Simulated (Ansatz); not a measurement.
# SiHF3 (SMILES F[SiH](F)F): levels of theory compared

Wanted: a comparison of 6 runs (HF/3-21G, HF/def2-SVP, B3LYP/6-31G*, CCSD(T)/def2-SVP, CCSD(T)/6-31+G*) of SiHF3. 

The calculation is run with Ansatz 0.2.0.

8 further runs of the same task are left out: 8 set aside as unsound or not needed.

### 1 Starting point

The species is SiHF3 (5 atoms), meant as a singlet with charge 0. As SMILES, `F[SiH](F)F`. The shape is that of a PBE0-D4/def2-TZVP optimisation.

Bond lengths: F1–Si2 1.573 Å, Si2–F3 1.573 Å, Si2–F4 1.573 Å, Si2–H5 1.461 Å. Angles: F1–Si2–F3 108.3°, F1–Si2–F4 108.3°, F3–Si2–F4 108.3°, F1–Si2–H5 110.7°, F3–Si2–H5 110.7°, F4–Si2–H5 110.7°.

### 2 Energy and forces at HF/3-21G (run 1)

Input file run.yaml:

```yaml
crystal:
  periodic: [false, false, false]
  atoms:
    - {symbol: F, position_ang: [-0.447100, -0.082200, 1.491300]}
    - {symbol: Si, position_ang: [0.040700, 0.001700, -0.001800]}
    - {symbol: F, position_ang: [-0.597100, 1.281400, -0.657200]}
    - {symbol: F, position_ang: [-0.495900, -1.263300, -0.767200]}
    - {symbol: H, position_ang: [1.499400, 0.062400, -0.065100]}
basis:
  gaussian:
    orbitals: 3-21G.json
hamiltonian:
  xc: hf
accuracy: high
output: {forces: true, orbitals: {seedname: orbitals}}
```

The basis set 3-21G is read from a file made from the Basis Set Exchange's data (not shown).

Run with:

```bash
$ ansatz run run.yaml --threads 1 --pin off --max-ram 2610MiB --events-out events.jsonl --progress --plain --runs-dir runs
```

Log:

```text
Warning: RAYON_NUM_THREADS=1 ignored (pool sized by the plan → 1); use --threads N
Functional definition: HF
  name "HF"
  exchange = exact_x
  correlation = 0
865 factors; integrals over basis functions are off by at most 6.5e-9 eV
mean field evaluation 1: about -15912.6667 eV, gradient 3.6e1 eV
mean field evaluation 2: about -15912.8642 eV, gradient 3.7e1 eV
mean field evaluation 4: about -15915.1859 eV, gradient 1.4e0 eV
mean field evaluation 8: about -15915.2130 eV, gradient 1.1e-5 eV
mean field -15915.21299231 eV, -584.8732897487 hartree, gradient 2.0e-8 eV, S^2 0.000000; 0 other end points of the search recorded, 0 dependent functions left out
the calculation of the forces begins
reference -15915.21299231 eV, -584.8732897487 hartree; 21, 21 occupied and 21, 21 virtual orbitals, 865 factors
Total energy: -15915.21299231 eV, -584.8732897487 hartree
Atom 0 at    -0.447100    -0.082200     1.491300 Å, force    -0.592543    -0.076600     1.225295 eV/Å
Atom 1 at     0.040700     0.001700    -0.001800 Å, force     2.247796     0.092885    -0.092202 eV/Å
Atom 2 at    -0.597100     1.281400    -0.657200 Å, force    -0.717213     1.039697    -0.528300 eV/Å
Atom 3 at    -0.495900    -1.263300    -0.767200 Å, force    -0.634343    -1.043463    -0.617975 eV/Å
Atom 4 at     1.499400     0.062400    -0.065100 Å, force    -0.303697    -0.012520     0.013182 eV/Å
Dipole moment:     0.407329     0.016967    -0.017780 e Å
```

It took 1 s on 1 thread of Arm Neoverse N1, shared host; peak memory 0.1 GiB.

### 3 Energy and forces at HF/def2-SVP (run 2)

Input file input.yaml:

```yaml
crystal:
  periodic: [false, false, false]
  atoms:
    - {symbol: F, position_ang: [-0.447100, -0.082200, 1.491300]}
    - {symbol: Si, position_ang: [0.040700, 0.001700, -0.001800]}
    - {symbol: F, position_ang: [-0.597100, 1.281400, -0.657200]}
    - {symbol: F, position_ang: [-0.495900, -1.263300, -0.767200]}
    - {symbol: H, position_ang: [1.499400, 0.062400, -0.065100]}
basis:
  gaussian:
    orbitals: def2-SVP
hamiltonian:
  xc: hf
accuracy: high
output: {forces: true, orbitals: {seedname: orbitals}}
```

Run with:

```bash
$ ansatz run input.yaml --threads 1 --pin off --max-ram 2610MiB --events-out events.jsonl --progress --plain --runs-dir runs
```

Log (excerpt; [...] marks lines left out):

```text
Warning: RAYON_NUM_THREADS=1 ignored (pool sized by the plan → 1); use --threads N
Functional definition: HF
  name "HF"
[...]
1270 factors; integrals over basis functions are off by at most 3.2e-9 eV
[...]
mean field -15991.74998012 eV, -587.6859721719 hartree, gradient 7.5e-9 eV, S^2 0.000000; 0 other end points of the search recorded, 0 dependent functions left out
[...]
reference -15991.74998012 eV, -587.6859721719 hartree; 21, 21 occupied and 44, 44 virtual orbitals, 1270 factors
Total energy: -15991.74998012 eV, -587.6859721719 hartree
Atom 0 at    -0.447100    -0.082200     1.491300 Å, force    -0.170550    -0.023705     0.389321 eV/Å
Atom 1 at     0.040700     0.001700    -0.001800 Å, force     0.832149     0.034103    -0.031739 eV/Å
Atom 2 at    -0.597100     1.281400    -0.657200 Å, force    -0.211443     0.334169    -0.170289 eV/Å
Atom 3 at    -0.495900    -1.263300    -0.767200 Å, force    -0.184887    -0.333632    -0.198837 eV/Å
Atom 4 at     1.499400     0.062400    -0.065100 Å, force    -0.265269    -0.010936     0.011545 eV/Å
Dipole moment:     0.330161     0.013757    -0.014461 e Å
```

It took 2.8 s on 1 thread of Arm Neoverse N1, shared host; peak memory 0.14 GiB.

Runs 3 to 5 aren't shown in full; the table further down has their settings and results.

### 4 Energy and forces at CCSD(T)/6-31+G(d) (spherical functions) (run 6)

Edit input.yaml of step 3 so:

```diff
@@ -9,7 +9,6 @@
 basis:
-  gaussian:
-    orbitals: def2-SVP
-hamiltonian:
-  xc: hf
+  gaussian: {orbitals: 6-31+G_st_-spherical.json}
+correlation: {method: ccsd_t, frozen_orbitals: {F: 1, H: 0, Si: 5}}
 accuracy: high
+scf: {omitted_lower_state_checks: [cluster_reference, increment]}
 output: {forces: true, orbitals: {seedname: orbitals}}
```

The basis set 6-31+G* is read from a file made from the Basis Set Exchange's data (not shown).

Run with:

```bash
$ ansatz run input.yaml --threads 1 --pin off --max-ram 2610MiB --events-out events.jsonl --progress --plain --runs-dir runs
```

Log (excerpt; [...] marks lines left out):

```text
Warning: RAYON_NUM_THREADS=1 ignored (pool sized by the plan → 1); use --threads N
Functional definition: HF
  name "HF"
[...]
1573 factors; integrals over basis functions are off by at most 3.5e-9 eV
[...]
mean field -16001.03920647 eV, -588.0273449440 hartree, gradient 2.5e-8 eV, S^2 0.000000; 0 other end points of the search recorded, 0 dependent functions left out
8 core orbitals not correlated: weight in the atoms' cores, before any rotation towards them, 1.000 or more for the frozen orbitals, at most 0.000 for the correlated occupied ones
reference -16001.03920647 eV, -588.0273449440 hartree; 13, 13 occupied and 57, 57 virtual orbitals, 1573 factors
second order -16.49286358 eV of doubles, -0.00000000 eV of singles
cycle   1  -16.22463167 eV  change    2.7e-1 eV  update   1.1e-1
[...]
cycle  18  -16.70082644 eV  change   -1.4e-9 eV  update   1.8e-9
perturbative correction -0.32686936 eV, -0.0120122274 hartree
[...]
Total energy: -16018.06690227 eV, -588.6531012228 hartree
Atom 0 at    -0.447100    -0.082200     1.491300 Å, force    -0.386304    -0.068222     1.221283 eV/Å
Atom 1 at     0.040700     0.001700    -0.001800 Å, force     1.218375     0.050201    -0.048625 eV/Å
Atom 2 at    -0.597100     1.281400    -0.657200 Å, force    -0.511006     1.051671    -0.539013 eV/Å
Atom 3 at    -0.495900    -1.263300    -0.767200 Å, force    -0.427881    -1.038186    -0.629038 eV/Å
Atom 4 at     1.499400     0.062400    -0.065100 Å, force     0.106816     0.004536    -0.004607 eV/Å
Dipole moment:     0.313070     0.013044    -0.013719 e Å
Checks for a lower state left out: cluster_reference, increment
```

Wall time 1.7 min (1 thread of Arm Neoverse N1, shared host); peak memory 0.55 GiB.

### 5 The series

| run | level | Cartesian functions | frozen core orbitals | energy (Eh) | dipole moment (D) | HOMO energy (eV) | LUMO energy (eV) | wall time |
| --- | --- | --- | --- | --- | --- | --- | --- | --- |
| 1 | HF/3-21G | no | – | -584.873290 | 1.96 | -15.29 | 5.74 | 1 s |
| 2 | HF/def2-SVP | no | – | -587.685972 | 1.59 | -15.37 | 5.32 | 2.8 s |
| 3 | B3LYP/6-31G* (spherical functions) | no | – | -589.795356 | 1.26 | -10.71 | 1.46 | 9 s |
| 4 | B3LYP/6-31G* (Cartesian functions) | yes | – | -589.801683 | 1.26 | -10.72 | 1.42 | 9.3 s |
| 5 | CCSD(T)/def2-SVP | no | 8 | -588.354982 | 1.30 | -15.37 | 5.32 | 42 s |
| 6 | CCSD(T)/6-31+G* (spherical functions) | no | 8 | -588.653101 | 1.51 | -15.44 | 1.87 | 1.7 min |

### 6 Summary of results

| quantity | value |
| --- | --- |
| run 6: total energy | -588.65310 Eh |
| run 6: dipole moment (correlated density) | 1.51 D |
| run 6: HOMO energy (Hartree–Fock orbitals) | -15.44 eV |
| run 6: LUMO energy (Hartree–Fock orbitals) | 1.87 eV |
| run 6: HOMO–LUMO gap (Hartree–Fock orbitals) | 17.30 eV |
| run 6: correlation energy (8 core orbitals frozen) | -625.8 mEh |
| run 6: (T) correction | -12.01 mEh |
| run 6: T1 diagnostic | 0.014 |
| run 6: largest force on an atom | 1.288 eV/Å |

In words: The dipole moment (its size) runs from 1.26 D (B3LYP/6-31G*) to 1.96 D (HF/3-21G). The two ends differ in method and basis. Over runs 1, 2, 3, 4 the HOMO–LUMO gap runs from 12.13 eV (B3LYP/6-31G*) to 21.03 eV (HF/3-21G). All runs together took 2.8 min, the longest 1.7 min.
